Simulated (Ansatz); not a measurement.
What does this script print? It uses the Ansatz DFT code, driven from Python.

`zeeman_ca3lu.py`:
```python
'''Spin moment of Ca3Lu in a magnetic field.'''

import warnings

import ansatz as az
from ase import Atoms
import numpy as np

config = {
    'width_ev': 0.1,
    'functional': 'pbe',
    'k_length': 20,
}

warnings.simplefilter('ignore', az.DeckWarning)

atoms = Atoms(
    ['Ca', 'Ca', 'Ca', 'Lu'],
    scaled_positions=[
        (0.5, 0.0, 0.0),
        (0.0, 0.5, 0.0),
        (0.0, 0.0, 0.5),
        (0.5, 0.5, 0.5),
    ],
    cell=[
        (5.361775, 0.0, 0.0),
        (0.0, 5.361775, 0.0),
        (0.0, 0.0, 5.361775),
    ],
    pbc=True,
)
crystal = az.Crystal.from_ase(atoms)

job = crystal.calculation()
job = job.occupations(az.OccupationsMethod.FERMI_DIRAC, width=config['width_ev'])
job = job.functional(config['functional'])
job = job.kpoints(length=config['k_length'])
job = job.spin('collinear')
# the field acts on the spins alone; such large fields lift the response over the noise
rows = []
for tesla in [0, 100, 200, 400]:
    r = (job.magnetic_field(tesla) if tesla else job).run().report
    rows.append((tesla, r['magnetization_mub'], r['free_energy_ev'], r['components'].get('e_zeeman', 0.0)))
print('         B (T)      moment muB            F eV  Zeeman term eV')
for row in rows:
    print(f'{str(row[0]):>14s}  {row[1]:14.4f}  {row[2]:14.5f}  {row[3]:14.5f}')
slope = np.polyfit([row[0] for row in rows], [row[1] for row in rows], 1)[0]
print(f'dM/dB = {1000 * slope:.4f} muB per 1000 T per cell')
```

```console
$ python zeeman_ca3lu.py
RunWarning: this spin-polarised run has no starting moment large enough to seed its density, so its SCF can try parallel moments of its own, which can die out, and starts no order whose moments cancel. Behind that start scf.lower_state_search: light tries no [...]
         B (T)      moment muB            F eV  Zeeman term eV
             0          0.0000    -20182.52452         0.00000
           100          0.0616    -20182.52470        -0.00036
           200          0.1231    -20182.52524        -0.00143
           400          0.2456    -20182.52737        -0.00569
dM/dB = 0.6139 muB per 1000 T per cell
```
(Warnings from the package without file and line, shortened.)

Absolute energies stand on the zero of these potentials, so only differences at equal settings mean something. A total without «per atom» is that of the cell as typed. The mesh is modest for a metal, so energies can be off by several to tens of meV an atom and pressures by half a GPa or more; differences at equal mesh fare better. This cell is a computed structure, which may not be the phase found in nature. Orbital magnetism is left out. The response of a metal hangs strongly on mesh and smearing, and a straight-line fit holds only where the moment is linear in the field. The script silences the warnings on its input, which a real study should read. The whole script took 14 s on 1 thread of AMD EPYC 9R45 96-Core Processor (Zen 5), with other jobs on the host, peak memory 0.53 GiB.

(Lines on the test bed's own set-up are left out of the output.)
